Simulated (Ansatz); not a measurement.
**C₂H₃Cl₂Ga: up Jacob's ladder to CCSD(T)**

How much do the methods differ for C₂H₃Cl₂Ga? The plan is to run it at one geometry with functionals of several rungs and with coupled cluster, and see how far each lands from CCSD(T) at the basis-set limit for the atomisation energy.

The runs use Ansatz 0.2.0, Gaussian basis; functionals in def2-TZVPP, the program's frozen cores in correlated methods.

The runs, in order: LDA (SPW92), PBE-D4, revPBE-D4, BLYP-D4, r2SCAN-D4, B97M-V, PBE0-D4, B3LYP-D4, r2SCANh-D4, r2SCAN0-D4, HSE06-D4, BHLYP-D4, CAM-B3LYP-D4, LC-ωPBE, ωB97X-V, ωB97M-V, B2PLYP, PBE-QIDH; CCSD(T)/def2-SVP; CCSD(T)/def2-TZVPP; MP2/def2-QZVPP; extrapolation to the limit; RPA on PBE.

**1. The relaxed structure**

The geometry comes from an earlier relaxation with PBE0-D4 in a triple-zeta def2 set; it is a stationary point, not always the lowest conformer.

SMILES `C=[CH][Ga]([Cl])[Cl]`, 8 atoms, charge 0, spin multiplicity 1.

Atoms are counted from 1 here; the program's logs count them from 0.

Bond lengths: C1–C2 1.330 Å, C1–H6 1.087 Å, C1–H7 1.086 Å, C2–Ga3 1.928 Å, C2–H8 1.086 Å, Ga3–Cl4 2.132 Å, Ga3–Cl5 2.137 Å. Angles: C2–C1–H6 121.8°, C2–C1–H7 122.1°, H6–C1–H7 116.1°, C1–C2–Ga3 120.4°, C1–C2–H8 119.9°, Ga3–C2–H8 119.6°, C2–Ga3–Cl4 124.2°, C2–Ga3–Cl5 120.4°, Cl4–Ga3–Cl5 115.4°.

**2. LDA**

This LDA is Slater exchange with PW92 correlation.

in.yaml reads:

```yaml
crystal:
  periodic: [false, false, false]
  atoms:
    - {symbol: C, position_ang: [0.786911, 0.535067, 1.116899]}
    - {symbol: C, position_ang: [-0.133252, -0.318561, 0.676416]}
    - {symbol: Ga, position_ang: [-0.626258, -0.347728, -1.187178]}
    - {symbol: Cl, position_ang: [-2.087914, -1.657252, -2.020156]}
    - {symbol: Cl, position_ang: [0.304160, 0.986292, -2.573261]}
    - {symbol: H, position_ang: [1.081115, 0.570826, 2.163085]}
    - {symbol: H, position_ang: [1.287513, 1.235856, 0.454697]}
    - {symbol: H, position_ang: [-0.612285, -1.004500, 1.369497]}
basis:
  gaussian: {orbitals: def2-TZVPP}
hamiltonian: {xc: lda}
output: {orbitals: {seedname: orbitals}}
```

Launch:

```
$ ansatz run in.yaml --threads 4 --pin off --events-out ev --progress --plain --max-ram 10444MiB
```

Further steps of the session: PBE-D4 (GGA); revPBE-D4 (GGA); BLYP-D4 (GGA); r2SCAN-D4 (meta-GGA); B97M-V (meta-GGA); B3LYP-D4 (hybrid); r2SCANh-D4 (hybrid); r2SCAN0-D4 (hybrid); HSE06-D4 (hybrid); BHLYP-D4 (hybrid); CAM-B3LYP-D4 (range-separated); LC-ωPBE (range-separated); ωB97X-V (range-separated); ωB97M-V (range-separated); B2PLYP (double hybrid); PBE-QIDH (double hybrid); CCSD(T) in def2-SVP; CCSD(T) in def2-TZVPP; MP2 in def2-QZVPP; RPA on PBE orbitals.

**Question.** What will the summary of the whole plan be? Wanted: atomisation energy, CCSD(T)/CBS; farthest beyond LDA; mean size of error, GGA; mean size of error, meta-GGA; mean size of error, hybrid; mean size of error, range-separated; mean size of error, double hybrid; gap, smallest and largest; T1 diagnostic.

**Answer**, as computed:

```
                               quantity                                                                                                                       value
        atomisation energy, CCSD(T)/CBS                                                                                                               2917.9 kJ/mol
 functionals within 29.2 kJ/mol (1.0 %)  revPBE-D4, r2SCAN-D4, B97M-V, PBE0-D4, r2SCANh-D4, r2SCAN0-D4, HSE06-D4, CAM-B3LYP-D4, LC-ωPBE, ωB97X-V, ωB97M-V, PBE-QIDH
                    farthest beyond LDA                                                                                                     BHLYP-D4 (-99.8 kJ/mol)
                mean size of error, GGA                                                                                                                 42.6 kJ/mol
           mean size of error, meta-GGA                                                                                                                 16.5 kJ/mol
             mean size of error, hybrid                                                                                                                 32.1 kJ/mol
    mean size of error, range-separated                                                                                                                 11.0 kJ/mol
      mean size of error, double hybrid                                                                                                                 28.2 kJ/mol
              gap, smallest and largest                                                                                   4.62 eV (LDA (SPW92)), 11.76 eV (LC-ωPBE)
                          T1 diagnostic                                                                                                                      0.0116
triples share of the correlation energy                                                                                                                       4.4 %
```

What this shows: The LDA atomisation energy is off by 404.9 kJ/mol (14 %): it overbinds. PBE-D4 misses by +54.6 kJ/mol. Double hybrids carry the basis error of their MP2 part in triple zeta, and no dispersion term here, so their miss is partly the set-up's. The rungs range-separated, meta-GGA, double hybrid miss on average by less than the doubt on the reference (29.2 kJ/mol), so they tie. The reference freezes the cores and leaves out relativity and excitations past (T), and its outer-core shells are covered unevenly, so misses under about 29.2 kJ/mol can't be ranked. Hartree-Fock recovers 75 % of the binding; the rest is correlation. CCSD(T) in def2-SVP is off by -142.1 kJ/mol, which most functionals beat. The gap grows from 4.6 to 11.8 eV across the functionals, mostly with the share of exact exchange. Correlated methods include outer-core shells of Ga, which these sets cover unevenly.
